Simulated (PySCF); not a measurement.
# [PrH2]2+: other functionals and bases at one geometry

How far do other levels of theory move the description of [PrH2]2+, and what does each cost? The species was built from a template and needn't be a known compound.

Method: several levels, as the steps say, no spin–orbit coupling; program: PySCF 2.14.0.

1 further run of the same task is left out (for a known fault of the program).

## 1. The starting structure

3 atoms, charge 2, spin multiplicity 1.

Bond lengths: Pr1–H2 1.864 Å, Pr1–H3 1.864 Å. Angles: H2–Pr1–H3 115.4°.

As a file:

```xyz
3

Pr    0.00000    0.00000   -0.09522
H     1.57568    0.00000    0.90126
H    -1.57568    0.00000    0.90126
```

Formal oxidation states: Pr +4. Each metal's 1 4f electrons lie in its core potential, so multiplicities, spins and levels count the valence alone. An earlier session relaxed this geometry at PBE0, Pr lcecp-2-SVP with ECP47, H def2-SVP (singlet, point group C2v).

At PBE0 on the finer grid: E = -39.583131 Eh, frontier levels not given, since the 4f levels lie in the core, Mulliken charge on Pr1 +1.87 e, largest force component 0.001 eV/Å. 

Levels to run: CAM-B3LYP; r2SCAN; PBE0, TZVP. Hardware: 2 threads of Arm Neoverse V2, shared host.

## 2. CAM-B3LYP

Input file run.py (the lines that set the calculation):

```python
mol = gto.M(atom='''
Pr     0.00000     0.00000    -0.09522
H      1.57568     0.00000     0.90126
H     -1.57568     0.00000     0.90126''',
    basis={'Pr': 'lcecp-2-SVP', 'H': 'def2-SVP'},
    ecp={'Pr': 'lcecp-2-SVP'},
    charge=2, spin=0)
mf = dft.RKS(mol, xc='CAMB3LYP')
mf.grids.atom_grid = (75, 302)  # f atoms: unpruned, at least (60, 302)
mf = mf.density_fit()  # fitting sets: Pr AutoAux, H def2-universal-JKFIT
mf.conv_tol = 1e-08; mf.max_cycle = 55
mf.kernel(dm0)  # dm0: the density of the relaxed state
```

Launch:

```
$ OMP_NUM_THREADS=2 python run.py
```

## 3. r2SCAN

run.py (the lines that set the calculation), as its differences from that of step 2:

```diff
@@ -7,3 +7,3 @@
     charge=2, spin=0)
-mf = dft.RKS(mol, xc='CAMB3LYP')
+mf = dft.RKS(mol, xc='R2SCAN')
 mf.grids.atom_grid = (75, 302)  # f atoms: unpruned, at least (60, 302)
```

## 4. PBE0, TZVP

Basis: Pr lcecp-2-TZVP with ECP47, H def2-TZVP. 

Input file run.py (the lines that set the calculation):

```python
mol = gto.M(atom='''
Pr     0.00000     0.00000    -0.09522
H      1.57568     0.00000     0.90126
H     -1.57568     0.00000     0.90126''',
    basis={'Pr': 'lcecp-2-TZVP', 'H': 'def2-TZVP'},
    ecp={'Pr': 'lcecp-2-TZVP'},
    charge=2, spin=0)
mf = dft.RKS(mol, xc='PBE0')
mf.grids.atom_grid = (75, 302)  # f atoms: unpruned, at least (60, 302)
mf = mf.density_fit()  # fitting sets: Pr AutoAux, H def2-universal-JKFIT
mf.conv_tol = 1e-08; mf.max_cycle = 55
mf.kernel(dm0)  # dm0: free metal ions and neutral atoms
```

What does the calculation give? Wanted: for each run, charge on Pr1; dipole; largest force.

The runs gave:

| level | state | charge on Pr1 (e) | dipole (D) | largest force (eV/Å) | basis functions | time |
| --- | --- | --- | --- | --- | --- | --- |
| PBE0 (relaxed here) | singlet | 1.87 | 1.41 | 0.00 | 40 | 1.3 s |
| CAM-B3LYP | singlet | 1.89 | 1.61 | 0.08 | 40 | 0.9 s |
| r2SCAN | singlet | 1.89 | 1.40 | 0.17 | 40 | 0.9 s |
| PBE0, TZVP | singlet | 1.88 | 1.67 | 0.07 | 59 | 2.3 s |

Times are on 2 threads of Arm Neoverse V2, shared host; the first row also made further properties. The dipole of a charged species depends on the origin, so these sizes hold for this origin alone.

The largest leftover force, 0.17 eV/Å with r2SCAN, stands at a geometry relaxed at another level. The Mulliken charge on Pr spans +1.87 to +1.89 e over the levels. With 4f in the core, its levels are missing from HOMO and gap. Total energies of different levels can't be compared. Spin–orbit coupling is left out throughout.
